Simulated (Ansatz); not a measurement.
Runs of Ansatz 0.2.0 on Ti3Se. The structure is hexagonal, space group P-6m2 (No. 187). The conventional cell has a = 3.197 Å, b = 3.197 Å, c = 7.943 Å, α = 90.00°, β = 90.00°, γ = 120.00°. Se (site symmetry -6m2) is surrounded by 6 Ti at 2.58 Å. Ti (site symmetry -6m2) is surrounded by 12 Ti at 2.85 to 3.20 Å. Around Ti (site symmetry 3m) lie 3 Se at 2.58 Å and 3 Ti at 2.85 Å. The cell comes from a database or a generator and needn't be the stable form of this composition.

```csv
task,level,cutoff (eV),basis error allowed,pressure (GPa),largest force (eV/Å)
single point,PBEsol,266,0.001 eV/atom,-4.5,0.10
band structure,LDA,244,0.002 eV/atom,-8.0,0.11
band structure,PBEsol,245,0.002 eV/atom,-4.5,0.10
band structure,PBE,245,0.002 eV/atom,(a),0.02
```

Alike in all rows: potentials or basis all-electron LAPW, scalar-relativistic; no spin polarisation; cell as given; k mesh 10 × 10 × 4; smearing fermi-dirac 0.05 eV.

Q: Estimate the missing entries.

A: (a) 0.1.

Not every run made on this cell is shown here.
